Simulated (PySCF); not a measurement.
# Solver options tried on IBr

The same problem is solved with other solver options, one edit a run.

Program: PySCF 2.14.0. Level of theory: each script names its method and basis. These are calculated values, not measurements.

3 further runs of the same task are left out: 2 for a known fault of the program, 1 that didn't finish.

### 1 The starting structure

IBr: 2 atoms, charge 0, spin multiplicity 1.

Bond lengths: I1–Br2 2.304 Å.

### 2 Base script

input.py

```python
from pyscf import gto, scf
from pyscf.prop.polarizability import rhf as pol

mol = gto.M(
    atom='I 0 0 0; Br 0 0 2.304',
    basis='sbkjc',
    ecp={'I': 'sbkjc', 'Br': 'sbkjc'},
    charge=0,
    spin=0,
    verbose=3,
)
mf = scf.RHF(mol)
mf.kernel()
print('polarizability (a.u.)')
print(pol.Polarizability(mf).polarizability().round(4))
mf.dip_moment()
print('orbital energies (hartree):', mf.mo_energy[..., max(0, mol.nelec[1]-3):mol.nelec[0]+3].round(4))
```

Started as:

```console
> OMP_NUM_THREADS=1 python input.py
```

Its log is not repeated here.

In short: E(SCF) = -24.311549 Eh, μ = 0.94 D, α(xx, yy, zz) = 3.4, 3.4, 57.4 bohr³.

The bond length is a typed value, not an optimised one.

### 3 Initial guess core

Edit 1 changes initial guess: minao → core.

input.py

```python
from pyscf import gto, scf
from pyscf.prop.polarizability import rhf as pol

mol = gto.M(
    atom='I 0 0 0; Br 0 0 2.304',
    basis='sbkjc',
    ecp={'I': 'sbkjc', 'Br': 'sbkjc'},
    charge=0,
    spin=0,
    verbose=3,
)
mf = scf.RHF(mol)
mf.init_guess = 'core'
mf.kernel()
print('polarizability (a.u.)')
print(pol.Polarizability(mf).polarizability().round(4))
mf.dip_moment()
print('orbital energies (hartree):', mf.mo_energy[..., max(0, mol.nelec[1]-3):mol.nelec[0]+3].round(4))
```

Started as:

```console
> OMP_NUM_THREADS=1 python input.py
```

### 4 Level shift 0.3 hartree

Edit 2 changes level shift: none → 0.3 hartree.

Edit input.py of step 2 so:

```diff
@@ -12,2 +12,3 @@
 mf = scf.RHF(mol)
+mf.level_shift = 0.3
 mf.kernel()
```

### 5 Point-group symmetry on

Edit 3 changes point-group symmetry: off → on.

Edit input.py of step 2 so:

```diff
@@ -9,2 +9,3 @@
     spin=0,
+    symmetry=True,
     verbose=3,
```

### 6 Cycle limit 8

Edit 4 changes cycle limit: 50 → 8.

Edit input.py of step 2 so:

```diff
@@ -12,2 +12,3 @@
 mf = scf.RHF(mol)
+mf.max_cycle = 8
 mf.kernel()
```

**Question.** What will these runs give? Wanted: for each run, E(SCF); from base; SCF dipole; after the SCF.

The runs gave:

| run | E(SCF) (hartree) | from base (eV) | SCF dipole (D) | after the SCF |
| --- | --- | --- | --- | --- |
| base | -24.311549 | 0 | 0.94 | mean α 21.4 bohr³ |
| initial guess core | -24.311549 | 0.0000 | 0.94 | mean α 21.4 bohr³ |
| level shift 0.3 hartree | -24.311549 | 0.0000 | 0.94 | mean α 21.4 bohr³ |
| point-group symmetry on | -24.311549 | 0.0000 | 0.94 | mean α 21.4 bohr³ |
| cycle limit 8 | -24.311549 | 0.0000 | 0.94 | mean α 21.4 bohr³ |

**Reading.** The SCF energy stays the same, to the digits that matter, with initial guess core or level shift 0.3 hartree or point-group symmetry on or cycle limit 8. PySCF falls back to minao for a guess that it doesn't know or can't read, so that run repeats the base.
